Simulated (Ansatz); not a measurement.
**CH6N2Si: basis-set convergence**

Aim: see how fast density functionals converge with the basis set for CH6N2Si.

The runs use Ansatz 0.2.0, Gaussian basis; one geometry, several basis sets.

Levels to be run: PBE0-D4/def2-SVP; ωB97M-V/def2-SVP; PBE0-D4/def2-QZVPP; ωB97M-V/def2-QZVPP; the functionals' def2-TZVPP values are taken from earlier runs.

## (1) The relaxed structure

The geometry comes from an earlier relaxation with PBE0-D4 in a triple-zeta def2 set; it is a stationary point, not always the lowest conformer.

SMILES `C=N[SiH2]N`, 10 atoms, charge 0, spin multiplicity 1.

Atoms are counted from 1 here; the program's logs count them from 0.

Bond lengths: C1–N2 1.257 Å, C1–H5 1.097 Å, C1–H6 1.104 Å, N2–Si3 1.750 Å, Si3–N4 1.708 Å, Si3–H7 1.493 Å, Si3–H8 1.482 Å, N4–H9 1.007 Å, N4–H10 1.007 Å. Angles: N2–C1–H5 120.7°, N2–C1–H6 124.1°, H5–C1–H6 115.3°, C1–N2–Si3 123.1°, N2–Si3–N4 114.0°, N2–Si3–H7 109.5°, N2–Si3–H8 105.7°, N4–Si3–H7 107.4°, N4–Si3–H8 108.3°, H7–Si3–H8 112.0°, Si3–N4–H9 120.3°, Si3–N4–H10 120.1°, H9–N4–H10 111.0°.

## (2) PBE0-D4 in def2-SVP

File in.yaml:

```yaml
crystal:
  periodic: [false, false, false]
  atoms:
    - {symbol: C, position_ang: [-1.766502, 0.839376, -0.369150]}
    - {symbol: N, position_ang: [-0.770791, 0.210531, -0.808936]}
    - {symbol: Si, position_ang: [0.311772, -0.704306, 0.217970]}
    - {symbol: N, position_ang: [1.948135, -0.229008, 0.101617]}
    - {symbol: H, position_ang: [-2.420559, 1.398324, -1.049941]}
    - {symbol: H, position_ang: [-2.051929, 0.878797, 0.696213]}
    - {symbol: H, position_ang: [-0.099747, -0.543700, 1.644387]}
    - {symbol: H, position_ang: [0.201475, -2.111126, -0.236020]}
    - {symbol: H, position_ang: [2.469744, -0.407542, -0.741292]}
    - {symbol: H, position_ang: [2.261402, 0.617454, 0.548153]}
basis:
  gaussian: {orbitals: def2-SVP}
hamiltonian: {xc: pbe0, dispersion: d4}
output: {orbitals: {seedname: orbitals}}
```

The run is started by

```bash
$ ansatz run in.yaml --threads 2 --pin off --events-out ev --progress --plain --max-ram 4352MiB
```

Further steps of the session: ωB97M-V in def2-SVP; PBE0-D4 in def2-QZVPP; ωB97M-V in def2-QZVPP.

Q: Predict the results of all the runs planned. Wanted: PBE0-D4: double and triple zeta above quadruple; ωB97M-V: double and triple zeta above quadruple.

As calculated:

| quantity | value |
| --- | --- |
| PBE0-D4: double and triple zeta above quadruple | 8.28, 0.53 eV |
| ωB97M-V: double and triple zeta above quadruple | 8.47, 0.49 eV |

What this shows: For PBE0-D4 the step from double to triple zeta gains 7.75 eV and the next only 0.53 eV. These are total energies; as a rule much of such shifts cancels in differences, which this series doesn't test. The LUMO of ωB97M-V is positive and keeps falling with the basis (1.76 to 1.25 eV): an unbound level that the basis holds in place.
